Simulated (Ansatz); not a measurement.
HPbNO4:

```xyz
7
Lattice="3.8540 0.1438 0.0901 -0.2532 5.5270 0.1647 -0.4820 -1.9272 5.7203" Properties=species:S:1:pos:R:3 pbc="T T T"
H    -0.0083    2.5983    3.2335
Pb    2.1473    2.6778    1.0046
N     2.8237    3.6046    5.7249
O    -0.4057   -0.9417    5.0623
O     2.7256   -0.0852    0.8025
O    -0.5912    2.3982    5.1009
O     0.1280    2.5704    2.2622
```

The cell was built by a generator and needn't be a form met in nature.

| Quantity | Value |
| --- | --- |
| Program | Ansatz 0.2.0 |
| Task | relaxation of cell and atoms |
| Functional | LDA |
| Potentials or basis | Ansatz PAW |
| Cutoff | 420 eV (not typed: the program's choice for these potentials) |
| k mesh | 5 × 4 × 4 |
| Occupations | fermi-dirac, width 0.05 eV |
| Spin | no spin polarisation |

At the start: volume 17.65 Å³/atom.

Task: Where does the relaxation end?

Result: It ends after 24 steps and the volume is 15.14 Å³/atom (-14.2 %); space group P1 (No. 1, to 0.05 Å).

Step by step:
| step | energy change (eV) | largest force (eV/Å) | volume (Å³) |
| --- | --- | --- | --- |
| 1 | 0.0000 | 1.0869 | 123.55 |
| 2 | -0.1911 | 0.4559 | 108.45 |
| 3 | -0.2232 | 0.4526 | 111.05 |
| 4 | -0.2356 | 0.2343 | 109.94 |
| 5 | -0.2417 | 0.0529 | 109.17 |
| 6 | -0.2422 | 0.0472 | 109.13 |
| 7 | -0.2429 | 0.0334 | 109.03 |
| 8 | -0.2433 | 0.0149 | 108.97 |
| 9 | -0.2432 | 0.0082 | 109.00 |
| 10 | -0.2058 | 0.0070 | 109.00 |
| 11 | -0.2219 | 0.1107 | 106.08 |
| 12 | -0.2195 | 0.2336 | 106.64 |
| 13 | -0.2202 | 0.0721 | 106.75 |
| 14 | -0.2200 | 0.0179 | 106.87 |
| 15 | -0.2204 | 0.0148 | 106.79 |
| 16 | -0.2204 | 0.0075 | 106.79 |
| 17 | -0.2106 | 0.0073 | 106.79 |
| 18 | -0.2116 | 0.0159 | 106.62 |
| 19 | -0.2133 | 0.0132 | 106.35 |
| 20 | -0.2139 | 0.0269 | 106.23 |
| 21 | -0.2140 | 0.0064 | 106.22 |
| 22 | -0.2111 | 0.0062 | 106.22 |
| 23 | -0.2125 | 0.0106 | 105.99 |
| 24 | -0.2110 | 0.0107 | 105.99 |

Final structure:
```xyz
7
Lattice="3.6685 0.1523 0.0272 -0.2241 5.3305 0.1607 -0.5504 -1.8575 5.3510" Properties=species:S:1:pos:R:3 pbc="T T T"
H    -0.0498    2.4707    3.1278
Pb    1.9556    2.5945    0.8343
N     2.6393    3.5022    5.2956
O    -0.4246   -0.8815    4.6957
O     2.5680   -0.0510    0.7079
O    -0.5769    2.2899    4.7700
O     0.0823    2.4803    2.1441
```

Caveat: the plane-wave basis is chosen anew once the cell has moved, so the energies of steps on either side of that aren't comparable; the pressure holds a Pulay correction of +0.8 GPa for the finite cutoff; the PAW data sets come from PBE, with cores solved anew for the run's functional, which leaves a small shift of forces and pressure.
